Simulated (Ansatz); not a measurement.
# CrO₂, space group Fd-3m: a dry run that shows the plan

Run with the Python package of Ansatz (0.2.0).

The script, `plan_cro2.py`:
```python
'''What the engine would do for CrO2, without solving.'''

import warnings

import ansatz as az

warnings.simplefilter('ignore', az.DeckWarning)

xtal = (
    az.Lattice.of((0.0, 4.186507, 4.186507), (4.186507, 0.0, 4.186507), (4.186507, 4.186507, 0.0))
    .atom('Cr', (0.625, 0.625, 0.625), moment=3)
    .atom('Cr', (0.625, 0.625, 0.125), moment=-3)
    .atom('Cr', (0.125, 0.625, 0.625), moment=3)
    .atom('Cr', (0.625, 0.125, 0.625), moment=-3)
    .atom('O', (0.856516, 0.430451, 0.856516))
    .atom('O', (0.430451, 0.856516, 0.856516))
    .atom('O', (0.856516, 0.856516, 0.856516))
    .atom('O', (0.856516, 0.856516, 0.430451))
    .atom('O', (0.393484, 0.393484, 0.393484))
    .atom('O', (0.393484, 0.393484, 0.819549))
    .atom('O', (0.819549, 0.393484, 0.393484))
    .atom('O', (0.393484, 0.819549, 0.393484))
)

calc = (
    xtal.calculation()
    .functional('pbesol', dispersion='D3(BJ)')
    .kpoints(5, center='gamma')
    .occupations('Fermi-Dirac')
    .spin(az.SpinTreatment.COLLINEAR)  # spin-polarised run
)
session = calc.session()
print('features:', ', '.join(session.active_features))
print('SCF threshold (eV):', session.dr2_threshold)
planned = session.plan(dry_run=True)
told = planned.describe()
for name in ('ecut_ev', 'ecutrho_ev', 'n_bands', 'nominal_top_band', 'n_pw_range', 'fft_dense', 'fft_smooth', 'n_sym_ops', 'cell_volume_ang3'):
    print(f'{name:18s} {told[name]}')
print('irreducible k-points and weights')
for k, weight in zip(told.kpoints_frac, told.kweights):
    print(f'  {k[0]:8.4f} {k[1]:8.4f} {k[2]:8.4f}  {weight:.5f}')
```

```console
$ python plan_cro2.py
features: AnyPaw, Paw, PbeFamilyXc, PairwiseDispersion, FractionalOccupations, CollinearSpin
SCF threshold (eV): 1e-07
ecut_ev            420.0
ecutrho_ev         1680.0
n_bands            70
nominal_top_band   52
n_pw_range         [2837, 2873]
fft_dense          [40, 40, 40]
fft_smooth         [40, 40, 40]
n_sym_ops          8
cell_volume_ang3   146.7524839053353
irreducible k-points and weights
    0.0000   0.0000   0.0000  0.00800
    0.0000   0.0000   0.2000  0.03200
    0.0000   0.0000   0.4000  0.03200
    0.0000   0.2000   0.2000  0.01600
    0.0000   0.2000   0.4000  0.03200
    0.0000   0.2000  -0.4000  0.03200
    0.0000   0.2000  -0.2000  0.01600
    0.0000   0.4000   0.4000  0.01600
    0.0000   0.4000  -0.4000  0.01600
    0.2000   0.0000   0.0000  0.03200
    0.2000   0.0000   0.2000  0.03200
    0.2000   0.0000   0.4000  0.06400
    0.2000   0.0000  -0.4000  0.06400
    0.2000   0.0000  -0.2000  0.06400
    0.2000   0.4000   0.4000  0.03200
    0.2000   0.4000  -0.4000  0.06400
    0.2000   0.4000  -0.2000  0.03200
    0.2000  -0.4000  -0.4000  0.01600
    0.4000   0.0000   0.0000  0.03200
    0.4000   0.0000   0.2000  0.06400
    0.4000   0.0000   0.4000  0.03200
    0.4000   0.0000  -0.4000  0.06400
    0.4000   0.0000  -0.2000  0.06400
    0.4000   0.2000   0.2000  0.01600
    0.4000   0.2000  -0.4000  0.06400
    0.4000  -0.4000  -0.4000  0.03200
    0.4000  -0.4000  -0.2000  0.03200
```

The structure comes from a database and needn't be a stable phase.
